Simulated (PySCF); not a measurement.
# A diatomic session: BeCl

One table from this session's results is given with a row withheld; the runs are named, their logs left out.

Computed with PySCF 2.14.0. Level: Be 3-21G, Cl 3-21G, no relativity.

The first run:

Settings of the job:

```json
{
 "atoms": "Be, Cl",
 "charge": "0",
 "basis": "Be 3-21G, Cl 3-21G",
 "Hamiltonian": "no relativity",
 "basis functions": "22",
 "electrons treated": "21",
 "masses in u": "9.0122, 34.9689",
 "levels": "PBE0, PBE, r²SCAN, M06-L, TPSS, M06, CAM-B3LYP, HF, MP2, SCS-MP2, CCSD, CCSD(T)",
 "grid": "80 radial by 434 angular points",
 "occupations": "held fixed by the projection of orbital angular momentum",
 "dissociation limit": "Be + Cl, each in its ground configuration",
 "starting distance in angstrom": "1.930",
 "values of 2S to try": "1, 3"
}
```

The run is started by

```
OMP_NUM_THREADS=1 python dia.py task.json out
```

Steps of the session up to this table: Set-up; First curve: PBE0; Excited determinants; PBE; r²SCAN; M06-L (meta-GGA); TPSS (meta-GGA); M06 (hybrid meta-GGA); CAM-B3LYP; UHF (mean field); MP2 and coupled cluster.

One table of the session follows, with a row left open; its other results are not shown here.

It belongs to the step «The curves together». Energy (eV) from each level's lowest point:

| R (Å) | UHF | UHF-MP2 | UHF-SCS-MP2 | UHF-CCSD | UHF-CCSD(T) |
| --- | --- | --- | --- | --- | --- |
| 1.591 | 0.951 | 0.951 | 0.960 | n/a | n/a |
| 1.665 | 0.445 | 0.446 | 0.453 | 0.452 | 0.454 |
| 1.739 | 0.154 | 0.155 | 0.159 | 0.159 | 0.160 |
| 1.794 | 0.042 | 0.043 | 0.045 | 0.045 | 0.045 |
| 1.850 | 0.000 | 0.000 | 0.000 | 0.000 | 0.000 |
| 1.905 | 0.013 | 0.012 | 0.010 | 0.010 | 0.009 |
| 1.980 | ? | ? | ? | ? | ? |
| 2.072 | 0.274 | 0.266 | 0.259 | 0.255 | 0.252 |
| 2.183 | 0.555 | 0.542 | 0.532 | 0.523 | 0.517 |
| 2.331 | 0.988 | 0.966 | 0.951 | n/a | n/a |

**Question.** Estimate the row for R (Å) = 1.980.

Worked estimate for «UHF». A straight line through the neighbours (1.905, 0.013) and (2.072, 0.274) gives 0.013 + (0.274 − 0.013) × (1.980 − 1.905) / (2.072 − 1.905) = 0.130; a parabola fitted to 4 rows on both sides gives 0.104.

**Answer.** UHF: 0.096; UHF-MP2: 0.092; UHF-SCS-MP2: 0.088; UHF-CCSD: 0.086; UHF-CCSD(T): 0.085. In «UHF» the line misses by +0.034 and the parabola by +0.008.

Caveats from the session: At some levels the lowest empty orbital lies below the highest filled one (the two can be of opposite spin).
